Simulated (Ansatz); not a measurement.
**AlFH₃NO: small, medium and large basis sets**

One table from this session's results is given with a row withheld; the runs are named, their logs left out.

Program: Ansatz 0.2.0, Gaussian basis. Level of theory: one geometry, several basis sets. These are calculated values, not measurements.

Levels to be run: PBE0-D4/def2-SVP; ωB97M-V/def2-SVP; PBE0-D4/def2-QZVPP; ωB97M-V/def2-QZVPP; the functionals' def2-TZVPP values are taken from earlier runs.

1 further run of the same task is left out (it didn't finish).

### Structure used throughout

An earlier PBE0-D4 in a triple-zeta def2 set relaxation fixed the geometry.

SMILES `[NH2][Al]([OH])[F]`, 7 atoms, charge 0, spin multiplicity 1.

Atoms are counted from 1 here; the program's logs count them from 0.

Bond lengths: N1–Al2 1.755 Å, N1–H5 1.006 Å, N1–H6 1.006 Å, Al2–O3 1.685 Å, Al2–F4 1.644 Å, O3–H7 0.954 Å. Angles: Al2–N1–H5 123.7°, Al2–N1–H6 125.7°, H5–N1–H6 110.6°, N1–Al2–O3 124.9°, N1–Al2–F4 118.1°, O3–Al2–F4 117.0°, Al2–O3–H7 124.9°.

The first run:

The input, in.yaml:

```yaml
crystal:
  periodic: [false, false, false]
  atoms:
    - {symbol: N, position_ang: [-0.569823, 0.926761, -0.530838]}
    - {symbol: Al, position_ang: [-0.133294, -0.629950, 0.151840]}
    - {symbol: O, position_ang: [1.368415, -1.004238, 0.819044]}
    - {symbol: F, position_ang: [-1.265566, -1.822122, 0.146513]}
    - {symbol: H, position_ang: [-1.473235, 1.130153, -0.925108]}
    - {symbol: H, position_ang: [0.029554, 1.732253, -0.586694]}
    - {symbol: H, position_ang: [2.105150, -0.400958, 0.879542]}
basis:
  gaussian: {orbitals: def2-SVP}
hamiltonian: {xc: pbe0, dispersion: d4}
output: {orbitals: {seedname: orbitals}}
```

Among the steps run: PBE0-D4 in def2-SVP; ωB97M-V in def2-SVP; PBE0-D4 in def2-QZVPP; ωB97M-V in def2-QZVPP.

One of the session's tables, all rows but one given; the rest of the session is left out.

It belongs to the step «Functionals by basis». 

```
functional       basis  HOMO (eV)
   PBE0-D4    def2-SVP          ?
   PBE0-D4  def2-TZVPP      -7.71
   PBE0-D4  def2-QZVPP      -7.78
   ωB97M-V    def2-SVP      -9.82
   ωB97M-V  def2-TZVPP     -10.12
   ωB97M-V  def2-QZVPP     -10.20
```

Estimate the missing values for PBE0-D4, def2-SVP.

**Answer.** HOMO (eV): -7.43. In the column «HOMO (eV)» it is the highest.
